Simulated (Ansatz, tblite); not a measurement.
# (HBe-mu-Br)2 (Be₂H₂Br₂): a ladder of methods and basis sets

Aim: run the singlet of (HBe-mu-Br)2 (Be₂H₂Br₂) at one geometry on many levels, and compare frontier levels, spin and run time.

Computed with Ansatz 0.2.0, Gaussian basis. Level: as each input shows.

Levels to be run: GFN1-xTB, GFN2-xTB, PBE-D4/def2-TZVP, r2SCAN-D4/def2-TZVP, LC-ωPBE/def2-TZVP, LDA/def2-TZVP, r2SCANh-D4/def2-TZVP, BLYP-D4/def2-TZVP, HSE06-D4/def2-TZVP, revPBE-D4/def2-TZVP, HF/def2-TZVP, PBE+5HF/def2-TZVP, PBE+10HF/def2-TZVP, PBE+15HF/def2-TZVP, PBE+35HF/def2-TZVP, PBE+50HF/def2-TZVP, PBE-D4/def2-SVP, PBE0-D4/def2-SVP, HF/STO-3G, PBE0-D4/def2-TZVPD, PBE-D4/def2-TZVPD, r2SCAN-D4/def2-TZVPD, CCSD(T)/def2-TZVPP, MP2/def2-TZVP, RPA/def2-TZVP.

## (1) The geometry

The geometry is that of the singlet, from an earlier relaxation (B3LYP-D4/def2-TZVP).

6 atoms, charge 0, spin multiplicity 1.

Bond lengths: Be1–H2 1.327 Å, Be1–Br3 2.177 Å, Be1–Br6 2.177 Å, Br3–Be4 2.177 Å, Be4–H5 1.327 Å, Be4–Br6 2.177 Å. Angles: H2–Be1–Br3 129.3°, H2–Be1–Br6 129.4°, Br3–Be1–Br6 101.3°, Be1–Br3–Be4 78.7°, Br3–Be4–H5 129.4°, Br3–Be4–Br6 101.3°, H5–Be4–Br6 129.3°, Be1–Br6–Be4 78.7°.

PBE0-D4/def2-TZVP was run before; its log isn't repeated, and its numbers join the tables.

## (2) GFN1-xTB

Tight binding, by tblite at 300 K electronic temperature and without a spin-polarisation term:

```python
tblite.interface.Calculator('GFN1-xTB', numbers, positions, charge=0, uhf=0).singlepoint()
```

Energy -286.0256 eV, HOMO -11.38 eV, LUMO -5.75 eV; 0.014 s.

## (3) GFN2-xTB

Tight binding, by tblite at 300 K electronic temperature and without a spin-polarisation term:

```python
tblite.interface.Calculator('GFN2-xTB', numbers, positions, charge=0, uhf=0).singlepoint()
```

Energy -292.7288 eV, HOMO -12.08 eV, LUMO -6.85 eV; 0.014 s.

## (4) PBE-D4/def2-TZVP

start.molden holds the orbitals of an earlier run on this state, given as this run's starting guess.

The input, in.yaml:

```yaml
crystal:
  periodic: [false, false, false]
  atoms:
    - {symbol: Be, position_ang: [0.678108, -0.389863, -1.137366]}
    - {symbol: H, position_ang: [1.342194, -0.760309, -2.224709]}
    - {symbol: Br, position_ang: [-0.226102, 1.532166, -0.659992]}
    - {symbol: Be, position_ang: [-0.680102, 0.389174, 1.136401]}
    - {symbol: H, position_ang: [-1.321452, 0.767497, 2.234639]}
    - {symbol: Br, position_ang: [0.207354, -1.538655, 0.651016]}
basis:
  gaussian: {orbitals: def2-TZVP, initial_orbitals: start.molden}
hamiltonian: {xc: pbe, dispersion: d4}
scf: {omitted_lower_state_checks: [starts]}
output: {orbitals: {seedname: orbitals}}
```

Command:

```sh
$ ansatz run in.yaml --threads 4 --pin off --events-out ev --progress --plain --max-ram 3916MiB
```

After this run come: r2SCAN-D4/def2-TZVP; LC-ωPBE/def2-TZVP; LDA/def2-TZVP; r2SCANh-D4/def2-TZVP; BLYP-D4/def2-TZVP; HSE06-D4/def2-TZVP; revPBE-D4/def2-TZVP; HF/def2-TZVP; PBE+5HF/def2-TZVP; PBE+10HF/def2-TZVP; PBE+15HF/def2-TZVP; PBE+35HF/def2-TZVP; PBE+50HF/def2-TZVP; PBE-D4/def2-SVP; PBE0-D4/def2-SVP; HF/STO-3G; PBE0-D4/def2-TZVPD; PBE-D4/def2-TZVPD; r2SCAN-D4/def2-TZVPD; CCSD(T)/def2-TZVPP; MP2/def2-TZVP; RPA/def2-TZVP.

**Question.** What will the summary of the whole plan be? Wanted: gap in def2-TZVP, named functionals and Hartree-Fock, smallest and largest; gap over the share of exact exchange; correlation energy, CCSD(T)/def2-TZVPP; correlation energy, MP2/def2-TZVP; binding an atom, CCSD(T)/def2-TZVPP; PBE0 total energy, smallest basis above largest.

As calculated:

| quantity | value |
| --- | --- |
| gap in def2-TZVP, named functionals and Hartree-Fock, smallest and largest | 5.10 eV (LDA), 13.28 eV (HF) |
| gap over the share of exact exchange | 5.34 eV at 0, 9.62 eV at 0.5 |
| correlation energy, CCSD(T)/def2-TZVPP | -20.76 eV |
| correlation energy, MP2/def2-TZVP | -19.14 eV |
| binding an atom, CCSD(T)/def2-TZVPP | 2.512 eV |
| PBE0 total energy, smallest basis above largest | 18.01 eV (def2-SVP, def2-TZVPD) |

In words: Over the named functionals and Hartree-Fock in def2-TZVP the gap runs from 5.10 eV (LDA) to 13.28 eV (HF); exact exchange widens it. Raising the share of exact exchange from 0 to 0.5 moves the HOMO by -2.64 eV and the LUMO by +1.63 eV. A small miss in a minimal or small basis is a cancelling of errors, not accuracy. The functionals in def2-TZVP miss CCSD(T)/def2-TZVPP by +0.117 (revPBE-D4) to +0.471 eV (LDA) an atom. The reference is CCSD(T) in one finite basis, so it carries an error of its own, often a tenth of an eV or more, and near misses can't be ranked.
